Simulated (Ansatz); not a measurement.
I need a rigid scan of one bond length of C2H6CdO, SMILES C[CH2][Cd][OH]. Use Ansatz's Python interface. Use (for the species named): CAM-B3LYP, def2-SVP basis, multiplicity 1.

```yaml
atoms:
  - { symbol: C, position_ang: [-0.6174, 0.8487, 0.5325] }
  - { symbol: C, position_ang: [-0.2362, -0.5608, 0.6081] }
  - { symbol: Cd, position_ang: [1.2206, -1.9252, -0.9223] }
  - { symbol: O, position_ang: [1.4817, -0.5965, -1.8071] }
  - { symbol: H, position_ang: [-1.2131, 1.0531, -0.4469] }
  - { symbol: H, position_ang: [-1.3272, 1.1601, 1.3755] }
  - { symbol: H, position_ang: [0.2554, 1.5526, 0.5461] }
  - { symbol: H, position_ang: [-1.0825, -1.2058, 0.5713] }
  - { symbol: H, position_ang: [0.3310, -0.7143, 1.5945] }
  - { symbol: H, position_ang: [1.2706, 0.3370, -2.0487] }
```

`scan.py`:
```python
'''Stretching a bond of C2H6CdO, the rest held rigid.'''

import logging
import sys

import ansatz as az
from ase import Atoms
import numpy as np

logging.basicConfig(stream=sys.stdout, format='%(levelname)s %(message)s')
log = logging.getLogger('c2h6cdo')
log.setLevel(logging.INFO)

params = {
    'basis_set': 'def2-SVP',
    'xc': 'cam_b3lyp',
}


def main() -> None:
    atoms = Atoms(['C', 'C', 'Cd', 'O', 'H', 'H', 'H', 'H', 'H', 'H'], positions=[
        [-0.6174, 0.8487, 0.5325],
        [-0.2362, -0.5608, 0.6081],
        [1.2206, -1.9252, -0.9223],
        [1.4817, -0.5965, -1.8071],
        [-1.2131, 1.0531, -0.4469],
        [-1.3272, 1.1601, 1.3755],
        [0.2554, 1.5526, 0.5461],
        [-1.0825, -1.2058, 0.5713],
        [0.331, -0.7143, 1.5945],
        [1.2706, 0.337, -2.0487],
    ])
    molecule = az.Crystal.molecule_from_ase(atoms)

    symbols = [site.symbol for site in molecule.cartesian_sites]
    start = np.array([site.position_ang for site in molecule.cartesian_sites])
    axis = (start[6] - start[0]) / np.linalg.norm(start[6] - start[0])
    moving = [6]
    lengths, energies = [0.987, 1.032, 1.077, 1.121, 1.166, 1.211, 1.256, 1.323], []
    for length in lengths:
        xyz = start.copy()
        xyz[moving] += (length - np.linalg.norm(start[6] - start[0])) * axis
        point = az.Crystal.molecule()
        for symbol, xyz in zip(symbols, xyz):
            point = point.atom(symbol, xyz.tolist())
        job = (
            point.calculation()
            .basis(gaussian=params['basis_set'])
            .functional(params['xc'])
        )
        summary = job.run(threads=1, pin='off').report
        energies.append(summary['free_energy_ev'])
        log.info(f'r = {length:6.3f} A  E = {energies[-1]:.5f} eV  <S^2> = {abs(summary["mean_field"]["state"]["spin_squared"]):.3f}')

    # quartic fit about the minimum
    fit = np.polynomial.Polynomial.fit(lengths, np.array(energies) - min(energies), 4).convert()
    roots = [r.real for r in fit.deriv().roots() if abs(r.imag) < 1e-9 and fit.deriv(2)(r.real) > 0]
    r_e = min(roots, key=lambda r: abs(r - lengths[int(np.argmin(energies))]))
    log.info(f'minimum of the fit at {r_e:.4f} A, force constant {fit.deriv(2)(r_e):.2f} eV/A^2')


if __name__ == '__main__':
    main()
```

```console
$ python scan.py
INFO r =  0.987 A  E = -8770.88876 eV  <S^2> = 0.000
INFO r =  1.032 A  E = -8771.06912 eV  <S^2> = 0.000
INFO r =  1.077 A  E = -8771.14965 eV  <S^2> = 0.000
INFO r =  1.121 A  E = -8771.15338 eV  <S^2> = 0.000
INFO r =  1.166 A  E = -8771.09796 eV  <S^2> = 0.000
INFO r =  1.211 A  E = -8770.99669 eV  <S^2> = 0.000
INFO r =  1.256 A  E = -8770.86077 eV  <S^2> = 0.000
INFO r =  1.323 A  E = -8770.61283 eV  <S^2> = 0.000
INFO minimum of the fit at 1.1010 A, force constant 33.40 eV/A^2
```

Reading the output:
- Total energies depend on the basis set; only differences at equal settings carry meaning.
- The rest of the molecule is held rigid at a force-field or estimated start geometry, and the basis set is modest; single-reference methods fail as a bond breaks.
- def2 sets replace the cores of elements past krypton by effective core potentials.
- The orbitals are restricted, so S² is zero by construction.
- Hardware and time: 15 s on 1 thread of Intel(R) Xeon(R) 6975P-C (Granite Rapids), on a shared host, peak memory 0.28 GiB.

(Lines on the test bed's own set-up are left out of the output.)
